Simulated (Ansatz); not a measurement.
# GeMeH3 (CH6Ge): geometry, orbitals and charge

What does GeMeH3 (CH6Ge) look like as a singlet, and where do its frontier electrons sit?

The runs use Ansatz 0.2.0, Gaussian basis; RKS PBE0-D4/def2-TZVP.

Plan: relaxation at PBE-D4/def2-TZVP; a single point at PBE0-D4/def2-TZVP.

### 1 The starting structure

8 atoms, charge 0, spin multiplicity 1.

Atoms are counted from 1 here; the program's logs count them from 0.

Bond lengths: Ge1–C2 1.959 Å, Ge1–H6 1.494 Å, Ge1–H7 1.494 Å, Ge1–H8 1.494 Å, C2–H3 1.087 Å, C2–H4 1.087 Å, C2–H5 1.087 Å. Angles: C2–Ge1–H6 111.5°, C2–Ge1–H7 111.4°, C2–Ge1–H8 111.5°, H6–Ge1–H7 107.4°, H6–Ge1–H8 107.4°, H7–Ge1–H8 107.4°, Ge1–C2–H3 110.7°, Ge1–C2–H4 110.8°, Ge1–C2–H5 110.7°, H3–C2–H4 108.1°, H3–C2–H5 108.2°, H4–C2–H5 108.2°.

The start is a GFN2-xTB geometry.

### 2 Relaxation at PBE-D4/def2-TZVP

in.yaml reads:

```yaml
crystal:
  periodic: [false, false, false]
  atoms:
    - {symbol: Ge, position_ang: [-0.001790, 0.003060, -0.918760]}
    - {symbol: C, position_ang: [0.002110, -0.003460, 1.039910]}
    - {symbol: H, position_ang: [-1.012610, 0.042810, 1.427220]}
    - {symbol: H, position_ang: [0.551360, 0.851350, 1.426950]}
    - {symbol: H, position_ang: [0.469820, -0.908130, 1.420480]}
    - {symbol: H, position_ang: [1.387410, -0.023360, -1.468660]}
    - {symbol: H, position_ang: [-0.674200, 1.223080, -1.459350]}
    - {symbol: H, position_ang: [-0.722100, -1.185340, -1.467790]}
basis:
  gaussian: {orbitals: def2-TZVP}
hamiltonian: {xc: pbe, dispersion: d4}
scf: {lower_state_search: "off"}
output: {orbitals: {seedname: orbitals}}
relax: {f_tol: 0.02, max_steps: 100}
```

Started as:

```console
$ ansatz run in.yaml --threads 4 --pin off --events-out ev --progress --plain --max-ram 3916MiB
```

The runs that follow: Single point, PBE0-D4/def2-TZVP.

Q: Predict the results of all the runs planned. Wanted: point group; C–Ge bond; HOMO, LUMO at PBE0-D4/def2-TZVP; dipole at PBE-D4/def2-TZVP.

As calculated:

| quantity | value |
| --- | --- |
| point group | C3v |
| C–Ge bond | 1.968 Å |
| HOMO, LUMO at PBE0-D4/def2-TZVP | -8.90, 0.85 eV |
| dipole at PBE-D4/def2-TZVP | 0.74 D |

In words: The molecule keeps its bonding pattern by the stored test; the atoms moved 0.04 Å (rms). No usable vibrations, so a minimum isn't proven.
